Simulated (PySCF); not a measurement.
F2AlBr, in a box:

```
F Al Br
1.0
    12.00000    0.00000    0.00000
     0.00000   12.00000    0.00000
     0.00000    0.00000   12.00000
F Al Br
2 1 1
Direct
  0.60492 0.57615 0.59385
  0.53180 0.38429 0.48129
  0.52177 0.51807 0.50331
  0.39725 0.61921 0.41181
```

Base run:

| Quantity | Value |
| --- | --- |
| Program | PySCF 2.14.0 |
| Functional | AM05 |
| Dispersion | D4 |
| Potentials or basis | def2-svp (all-electron) |
| k mesh | 1 × 1 × 1 |
| Occupations | fixed |
| Spin | no spin polarisation |

Its results: gap between the frontier levels 5.70 eV.

Question: After a change of settings the same cell gave: gap between the frontier levels 8.42 eV. Which change was it?
A. functional from AM05 to r2SCAN0
B. functional from AM05 to PBEsol0; dispersion from D4 to none
C. functional from AM05 to PBE; dispersion from D4 to none
D. functional from AM05 to M06-L

Answer: A.

r2SCAN0 gives the wider gap, since exact exchange removes part of the self-interaction.

Caveats: this is a molecule in a periodic box at the Γ point, so its band gap is the HOMO-LUMO gap; relativity is left out, which matters for the heavier elements; the basis of atomic orbitals isn't converged, which shifts pressures, moduli and gaps; the D4 parameters stored for this functional may belong to another (some runs).
